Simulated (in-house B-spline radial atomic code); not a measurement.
# Excited states and polarisability of Ce⁴⁶⁺ by several methods

How far do the methods of linear response differ for Ce⁴⁶⁺? Each gives excitation energies, polarisability and C6.

Program: in-house B-spline radial atomic code version 1. Level of theory: linear response of a closed shell, each method with its own adiabatic kernel; non-relativistic; B-spline basis; no spin-orbit coupling, no double excitations; only terms of natural parity, (−1)^L, with L up to 3 are computed. These are calculated values, not measurements, unless marked.

### 1 Starting point

| Quantity | Value |
| --- | --- |
| element | cerium (Z = 58) |
| charge | +46 |
| configuration | [Ne] 3s2 |
| runs | TDHF; PBE; BP86; PBEsol; LC-ωPBE |

The outer shells:

Ce⁴⁶⁺
```
[Ne] core
3s [↑↓]
```

Rows of excitations, here in order of energy, give L, multiplicity, 0 for full response or 1 for Tamm-Dancoff, hole, particle, weight of that channel, energy (hartree) and multipole strength; threshold is minus the highest occupied level of the method. polarisability lists the dipole (1), quadrupole (2) and octupole (3) values; f_sum adds the dipole strengths of the shells that respond, at most the outer three principal shells; real and imaginary give α at real and imaginary frequencies.

### 2 TDHF

Settings, as recorded:

```ini
Z = 58
electrons = 12.0
configuration = [Ne] 3s2
hamiltonian = nr
method = hf
box_radius = 2.84
intervals = 49
```

Launch:

```bash
$ python run_td.py task.json out
```

task.json lists these runs, among others, and the program works through them in turn.

Results of the run (chosen fields of its result record, rounded):

```text
status: converged
c6 [hartree bohr^6]: 0.0009254046
f_sum: 11.9702
imaginary [hartree, bohr^3]:
  u: [0.0, 9.67, 22.6, 38.7, 64.4, 96.7, 145.0, 226.0, 322.0, 483.0, 806.0, 1610.0]
  alpha: [0.0163099, 0.00310546, 0.000945519, 0.000532624, 0.000344381, 0.000245312, 0.000169242, 0.000104147, 6.53107e-05, 3.52095e-05, 1.46951e-05, 4.12268e-06]
real [hartree, bohr^3]: {"omega": [0.439, 1.1, 1.76, 2.41, 3.07, 3.51, 3.95], "alpha": [0.0164709, 0.0173773, 0.0193614, 0.0231847, 0.0315693, 0.0445817, 0.0842736]}
excitations:
  - [1, 3, 0, "3s", "3p", 1.0, 2.87802, 0.0]
  - [1, 3, 1, "3s", "3p", 1.0, 2.97505, 0.0]
  - [1, 1, 0, "3s", "3p", 1.0, 4.38826, 0.30652]
  - [1, 1, 1, "3s", "3p", 1.0, 4.45959, 0.37024]
  - [2, 3, 0, "3s", "3d", 1.0, 8.60206, 0.0]
  - [2, 3, 1, "3s", "3d", 1.0, 8.60797, 0.0]
  - [2, 1, 0, "3s", "3d", 1.0, 9.13172, 0.02412]
  - [2, 1, 1, "3s", "3d", 1.0, 9.1366, 0.024905]
  - [0, 3, 0, "3s", "4s", 1.0, 61.4933, 0.0]
  - [0, 3, 1, "3s", "4s", 1.0, 61.494, 0.0]
  - [0, 1, 0, "3s", "4s", 1.0, 61.864, 0.0]
  - [0, 1, 1, "3s", "4s", 1.0, 61.8657, 0.0]
  - [1, 3, 0, "3s", "4p", 1.0, 63.1813, 0.0]
  - [1, 3, 1, "3s", "4p", 1.0, 63.1815, 0.0]
  - [1, 1, 0, "3s", "4p", 1.0, 63.3209, 0.73952]
  - [1, 1, 1, "3s", "4p", 1.0, 63.3216, 0.73522]
  - [2, 3, 0, "3s", "4d", 1.0, 65.2076, 0.0]
  - [2, 3, 1, "3s", "4d", 1.0, 65.208, 0.0]
  - [2, 1, 0, "3s", "4d", 1.0, 65.3265, 0.24018]
  - [2, 1, 1, "3s", "4d", 1.0, 65.3269, 0.24086]
  - "... 76 more rows left out ..."
polarisability [au]: {"1": 0.01630994, "2": 0.0003525763, "3": 1.039511e-05}
threshold [hartree]: 135.9961
highest [hartree]: ["3s", -135.9961]
lowest_empty [hartree]: -129.4973
responding_from_n: 1
orbital_gaps [hartree]: {"3s-4s": 63.76508, "3s-3p": 6.498805, "3s-3d": 12.32975, "3s-4f": 69.19756}
```

It took 0.1 s on 1 thread of Intel Xeon 6975P-C (Granite Rapids), shared host; peak memory 0.14 GiB.

Lowest ¹P state: 3s→3p ¹P at 119.41 eV, oscillator strength 0.307. Without spin-orbit coupling the levels of so heavy an atom are a model. α = 0.01631 bohr³.

The same in eV, as far as full and Tamm-Dancoff orders agree and the box is not felt:

```csv
state,weight,full (eV),Tamm-Dancoff (eV),f
3s→3p ³P,1.00,78.315,80.955,-
3s→3p ¹P,1.00,119.41,121.35,0.307
3s→3d ³D,1.00,234.07,234.23,-
3s→3d ¹D,1.00,248.49,248.62,-
3s→4s ³S,1.00,1673.3,1673.3,-
3s→4s ¹S,1.00,1683.4,1683.5,-
3s→4p ³P,1.00,1719.2,1719.3,-
3s→4p ¹P,1.00,1723.0,1723.1,0.740
3s→4d ³D,1.00,1774.4,1774.4,-
3s→4d ¹D,1.00,1777.6,1777.6,-
3s→4f ³F,1.00,1809.1,1809.1,-
3s→4f ¹F,1.00,1816.6,1816.6,-
3s→5s ³S,1.00,2424.9,2424.9,-
3s→5s ¹S,1.00,2428.4,2428.4,-
```

### 3 PBE

Settings: those of step 2 with these lines changed.

```diff
@@ -4,3 +4,3 @@
 hamiltonian = nr
-method = hf
+method = pbe,pbe
 box_radius = 2.84
```

Main fields:

```text
status: converged
c6 [hartree bohr^6]: 0.0008438045
f_sum: 11.9702
excitations:
  - [1, 3, 0, "3s", "3p", 1.0, 3.05425, 0.0]
  - [1, 3, 1, "3s", "3p", 1.0, 3.09988, 0.0]
  - [1, 1, 0, "3s", "3p", 1.0, 4.44635, 0.29747]
  - [1, 1, 1, "3s", "3p", 1.0, 4.55095, 0.37648]
  - [2, 3, 0, "3s", "3d", 1.0, 8.40626, 0.0]
  - [2, 3, 1, "3s", "3d", 1.0, 8.42071, 0.0]
  - [2, 1, 0, "3s", "3d", 1.0, 8.931, 0.024135]
  - [2, 1, 1, "3s", "3d", 1.0, 8.9315, 0.024289]
  - [0, 3, 0, "3s", "4s", 1.0, 61.5486, 0.0]
  - [0, 3, 1, "3s", "4s", 1.0, 61.5488, 0.0]
  - [0, 1, 0, "3s", "4s", 1.0, 61.9001, 0.0]
  - [0, 1, 1, "3s", "4s", 1.0, 61.9027, 0.0]
  - [1, 3, 0, "3s", "4p", 1.0, 63.0841, 0.0]
  - [1, 3, 1, "3s", "4p", 1.0, 63.0845, 0.0]
  - [1, 1, 0, "3s", "4p", 1.0, 63.2069, 0.74401]
  - [1, 1, 1, "3s", "4p", 1.0, 63.2076, 0.73796]
  - "... 80 more rows left out ..."
polarisability [au]: {"1": 0.01544144, "2": 0.0003660585, "3": 1.044178e-05}
threshold [hartree]: 134.8062
highest [hartree]: ["3s", -134.8062]
lowest_empty [hartree]: -131.1809
orbital_gaps [hartree]: {"3s-4s": 61.68535, "3s-3p": 3.625279, "3s-3d": 8.891842, "3s-4f": 66.62997}
```

Wall time 0.1 s (1 thread of Intel Xeon 6975P-C (Granite Rapids), shared host); peak memory 0.14 GiB.

The first dipole-allowed state is 3s→3p ¹P, 120.99 eV (f = 0.297). Without spin-orbit coupling the levels of so heavy an atom are a model. α = 0.01544 bohr³.

### 4 BP86

Settings: those of step 3 with these lines changed.

```diff
@@ -4,3 +4,3 @@
 hamiltonian = nr
-method = pbe,pbe
+method = b88,p86
 box_radius = 2.84
```

Main fields:

```text
status: converged
c6 [hartree bohr^6]: 0.0008535358
f_sum: 11.9702
excitations:
  - [1, 3, 0, "3s", "3p", 1.0, 3.05782, 0.0]
  - [1, 3, 1, "3s", "3p", 1.0, 3.10326, 0.0]
  - [1, 1, 0, "3s", "3p", 1.0, 4.42906, 0.29758]
  - [1, 1, 1, "3s", "3p", 1.0, 4.52899, 0.37452]
  - [2, 3, 0, "3s", "3d", 1.0, 8.40471, 0.0]
  - [2, 3, 1, "3s", "3d", 1.0, 8.41996, 0.0]
  - [2, 1, 0, "3s", "3d", 1.0, 8.91025, 0.024157]
  - [2, 1, 1, "3s", "3d", 1.0, 8.91065, 0.024218]
  - [0, 3, 0, "3s", "4s", 1.0, 61.6226, 0.0]
  - [0, 3, 1, "3s", "4s", 1.0, 61.6229, 0.0]
  - [0, 1, 0, "3s", "4s", 1.0, 61.9541, 0.0]
  - [0, 1, 1, "3s", "4s", 1.0, 61.9564, 0.0]
  - "... 84 more rows left out ..."
polarisability [au]: {"1": 0.01556458, "2": 0.0003676802, "3": 1.043047e-05}
threshold [hartree]: 134.8312
highest [hartree]: ["3s", -134.8312]
lowest_empty [hartree]: -131.2029
orbital_gaps [hartree]: {"3s-4s": 61.77354, "3s-3p": 3.628234, "3s-3d": 8.905339, "3s-4f": 66.68244}
```

Run time: 0.1 s. Hardware: 1 thread of Intel Xeon 6975P-C (Granite Rapids), shared host; peak memory 0.14 GiB.

Lowest ¹P state: 3s→3p ¹P at 120.52 eV, oscillator strength 0.298. Without spin-orbit coupling the levels of so heavy an atom are a model. α = 0.01556 bohr³.

### 5 PBEsol

Settings: those of step 4 with these lines changed.

```diff
@@ -4,3 +4,3 @@
 hamiltonian = nr
-method = b88,p86
+method = pbesol
 box_radius = 2.84
```

Main fields:

```text
status: converged
c6 [hartree bohr^6]: 0.0008506369
f_sum: 11.9702
excitations:
  - [1, 3, 0, "3s", "3p", 1.0, 3.02869, 0.0]
  - [1, 3, 1, "3s", "3p", 1.0, 3.07682, 0.0]
  - [1, 1, 0, "3s", "3p", 1.0, 4.42469, 0.29658]
  - [1, 1, 1, "3s", "3p", 1.0, 4.52696, 0.37451]
  - [2, 3, 0, "3s", "3d", 1.0, 8.40062, 0.0]
  - [2, 3, 1, "3s", "3d", 1.0, 8.41491, 0.0]
  - [2, 1, 0, "3s", "3d", 1.0, 8.92416, 0.024104]
  - [2, 1, 1, "3s", "3d", 1.0, 8.92464, 0.024268]
  - [0, 3, 0, "3s", "4s", 1.0, 61.5502, 0.0]
  - [0, 3, 1, "3s", "4s", 1.0, 61.5506, 0.0]
  - [0, 1, 0, "3s", "4s", 1.0, 61.8992, 0.0]
  - [0, 1, 1, "3s", "4s", 1.0, 61.9017, 0.0]
  - [1, 3, 0, "3s", "4p", 1.0, 63.0807, 0.0]
  - [1, 3, 1, "3s", "4p", 1.0, 63.0812, 0.0]
  - [1, 1, 0, "3s", "4p", 1.0, 63.2011, 0.74482]
  - [1, 1, 1, "3s", "4p", 1.0, 63.2018, 0.73874]
  - "... 80 more rows left out ..."
polarisability [au]: {"1": 0.01554422, "2": 0.0003661637, "3": 1.043811e-05}
threshold [hartree]: 134.7678
highest [hartree]: ["3s", -134.7678]
lowest_empty [hartree]: -131.1532
orbital_gaps [hartree]: {"3s-4s": 61.70842, "3s-3p": 3.614665, "3s-3d": 8.884436, "3s-4f": 66.62775}
```

It took 0.1 s on 1 thread of Intel Xeon 6975P-C (Granite Rapids), shared host; peak memory 0.14 GiB.

Lowest ¹P state: 3s→3p ¹P at 120.40 eV, oscillator strength 0.297. Without spin-orbit coupling the levels of so heavy an atom are a model. α = 0.01554 bohr³.

### 6 LC-ωPBE

Settings: those of step 5 with these lines changed.

```diff
@@ -4,3 +4,3 @@
 hamiltonian = nr
-method = pbesol
+method = lc_wpbe
 box_radius = 2.84
```

Main fields:

```text
status: converged
c6 [hartree bohr^6]: 0.0008265038
f_sum: 11.9702
excitations:
  - [1, 3, 0, "3s", "3p", 1.0, 3.10007, 0.0]
  - [1, 3, 1, "3s", "3p", 1.0, 3.13852, 0.0]
  - [1, 1, 0, "3s", "3p", 1.0, 4.47807, 0.29731]
  - [1, 1, 1, "3s", "3p", 1.0, 4.58987, 0.37958]
  - [2, 3, 0, "3s", "3d", 1.0, 8.41182, 0.0]
  - [2, 3, 1, "3s", "3d", 1.0, 8.4253, 0.0]
  - [2, 1, 0, "3s", "3d", 1.0, 8.93547, 0.024068]
  - [2, 1, 1, "3s", "3d", 1.0, 8.93599, 0.024272]
  - "... 88 more rows left out ..."
polarisability [au]: {"1": 0.01522137, "2": 0.0003648622, "3": 1.042715e-05}
threshold [hartree]: 135.047
highest [hartree]: ["3s", -135.047]
lowest_empty [hartree]: -130.9757
orbital_gaps [hartree]: {"3s-4s": 62.12507, "3s-3p": 4.071321, "3s-3d": 9.330069, "3s-4f": 67.08334}
```

It took 0.2 s on 1 thread of Intel Xeon 6975P-C (Granite Rapids), shared host; peak memory 0.14 GiB.

The first dipole-allowed state is 3s→3p ¹P, 121.85 eV (f = 0.297). Without spin-orbit coupling the levels of so heavy an atom are a model. α = 0.01522 bohr³.

### 7 What came out

| run | threshold (eV) | 3s→3p ¹P (eV) | 3s→3p ³P, Tamm-Dancoff (eV) | α (bohr³) | C6 (hartree bohr⁶) | time |
| --- | --- | --- | --- | --- | --- | --- |
| TDHF | 3700.6 | 119.41 | 80.955 | 0.01631 | 0.0009254 | 0.1 s |
| PBE | 3668.3 | 120.99 | 84.352 | 0.01544 | 0.0008438 | 0.1 s |
| BP86 | 3668.9 | 120.52 | 84.444 | 0.01556 | 0.0008535 | 0.1 s |
| PBEsol | 3667.2 | 120.40 | 83.724 | 0.01554 | 0.0008506 | 0.1 s |
| LC-ωPBE | 3674.8 | 121.85 | 85.403 | 0.01522 | 0.0008265 | 0.2 s |

What this shows: α runs from 0.0152 (LC-ωPBE) to 0.0163 bohr³ (TDHF). The semilocal functionals put the threshold at 3667.2 to 3668.9 eV, under Hartree-Fock's 3700.6 eV, through self-interaction. Relativity is absent, so for an element this heavy the values are those of a model, not of the real ion.
